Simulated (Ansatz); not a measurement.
# CH₁₁GeNSi₂: up Jacob's ladder to CCSD(T)

An exercise on one series of results from a longer session: the logs are not shown, and one member is left open.

The runs use Ansatz 0.2.0, Gaussian basis; functionals in def2-TZVPP, the program's frozen cores in correlated methods.

The runs, in order: LDA (SPW92), PBE-D4, revPBE-D4, BLYP-D4, r2SCAN-D4, B97M-V, PBE0-D4, B3LYP-D4, r2SCANh-D4, r2SCAN0-D4, HSE06-D4, BHLYP-D4, CAM-B3LYP-D4, LC-ωPBE, ωB97X-V, ωB97M-V, B2PLYP, PBE-QIDH; CCSD(T)/def2-SVP; MP2/def2-TZVPP; MP2/def2-QZVPP; RPA on PBE.

## The relaxed structure

All runs share one geometry, relaxed beforehand with PBE0-D4 in a triple-zeta def2 set.

16 atoms, charge 0, spin multiplicity 1.

Atoms are counted from 1 here; the program's logs count them from 0.

Bond lengths: C1–N2 1.457 Å, C1–H6 1.095 Å, C1–H7 1.098 Å, C1–H8 1.095 Å, N2–Ge3 1.839 Å, N2–Si4 1.723 Å, Ge3–H9 1.535 Å, Ge3–H10 1.544 Å, Ge3–H11 1.540 Å, Si4–Si5 2.342 Å, Si4–H12 1.498 Å, Si4–H13 1.494 Å, Si5–H14 1.488 Å, Si5–H15 1.490 Å, Si5–H16 1.488 Å. Angles: N2–C1–H6 111.0°, N2–C1–H7 112.9°, N2–C1–H8 110.4°, H6–C1–H7 107.8°, H6–C1–H8 106.9°, H7–C1–H8 107.5°, C1–N2–Ge3 115.6°, C1–N2–Si4 117.4°, Ge3–N2–Si4 125.3°, N2–Ge3–H9 107.9°, N2–Ge3–H10 111.1°, N2–Ge3–H11 107.3°, H9–Ge3–H10 110.1°, H9–Ge3–H11 111.5°, H10–Ge3–H11 108.8°, N2–Si4–Si5 112.9°, N2–Si4–H12 112.9°, N2–Si4–H13 108.5° and more.

The first run:

in.yaml reads:

```yaml
crystal:
  periodic: [false, false, false]
  atoms:
    - {symbol: C, position_ang: [0.558752, -0.067852, -2.168433]}
    - {symbol: N, position_ang: [0.238915, -0.178122, -0.750767]}
    - {symbol: Ge, position_ang: [1.182576, -1.453115, 0.180217]}
    - {symbol: Si, position_ang: [-0.673480, 1.100013, -0.041091]}
    - {symbol: Si, position_ang: [-1.305343, 0.651721, 2.169513]}
    - {symbol: H, position_ang: [0.640235, -1.057702, -2.630650]}
    - {symbol: H, position_ang: [1.499046, 0.467478, -2.354042]}
    - {symbol: H, position_ang: [-0.235530, 0.467259, -2.699176]}
    - {symbol: H, position_ang: [0.583988, -1.548746, 1.590185]}
    - {symbol: H, position_ang: [2.679718, -1.086567, 0.262517]}
    - {symbol: H, position_ang: [1.037078, -2.781619, -0.584729]}
    - {symbol: H, position_ang: [0.056017, 2.408212, -0.046131]}
    - {symbol: H, position_ang: [-1.898699, 1.322457, -0.866063]}
    - {symbol: H, position_ang: [-0.140058, 0.649133, 3.094924]}
    - {symbol: H, position_ang: [-2.233374, 1.736387, 2.595453]}
    - {symbol: H, position_ang: [-2.012740, -0.651538, 2.292675]}
basis:
  gaussian: {orbitals: def2-TZVPP}
hamiltonian: {xc: lda}
output: {orbitals: {seedname: orbitals}}
```

The run is started by

```console
> ansatz run in.yaml --threads 4 --pin off --events-out ev --progress --plain --max-ram 11315MiB
```

Among the steps run: LDA; PBE-D4 (GGA); revPBE-D4 (GGA); BLYP-D4 (GGA); r2SCAN-D4 (meta-GGA); B97M-V (meta-GGA); B3LYP-D4 (hybrid); r2SCANh-D4 (hybrid); r2SCAN0-D4 (hybrid); HSE06-D4 (hybrid); BHLYP-D4 (hybrid); CAM-B3LYP-D4 (range-separated); LC-ωPBE (range-separated); ωB97X-V (range-separated); ωB97M-V (range-separated); B2PLYP (double hybrid); PBE-QIDH (double hybrid).

One table of the session follows, with a row left open; its other results are not shown here.

It belongs to the step «Orbital energies across the functionals». 

| functional | HOMO (eV) | gap (eV) |
| --- | --- | --- |
| LDA (SPW92) | -5.66 | 4.32 |
| PBE-D4 | -5.58 | 4.49 |
| revPBE-D4 | -5.54 | 4.57 |
| BLYP-D4 | -5.47 | 4.58 |
| r2SCAN-D4 | ? | ? |
| B97M-V | -6.04 | 5.02 |
| PBE0-D4 | -6.87 | 6.62 |
| B3LYP-D4 | -6.66 | 6.26 |
| r2SCANh-D4 | -6.32 | 5.78 |
| r2SCAN0-D4 | -7.05 | 6.95 |
| HSE06-D4 | -6.47 | 5.85 |
| BHLYP-D4 | -8.09 | 8.79 |
| CAM-B3LYP-D4 | -8.21 | 9.04 |
| LC-ωPBE | -9.54 | 11.46 |
| ωB97X-V | -9.23 | 11.01 |
| ωB97M-V | -9.14 | 10.64 |

Estimate the missing values for r2SCAN-D4.

Worked estimate for «HOMO (eV)». Against the share of exact exchange, r2SCANh-D4 (0.1, -6.32), r2SCAN0-D4 (0.25, -7.05) give a slope of -4.87 per unit share; at 0 the line stands at -5.83.

As computed: HOMO (eV): -5.84; gap (eV): 5.01. In «HOMO (eV)» the line misses by +0.01.
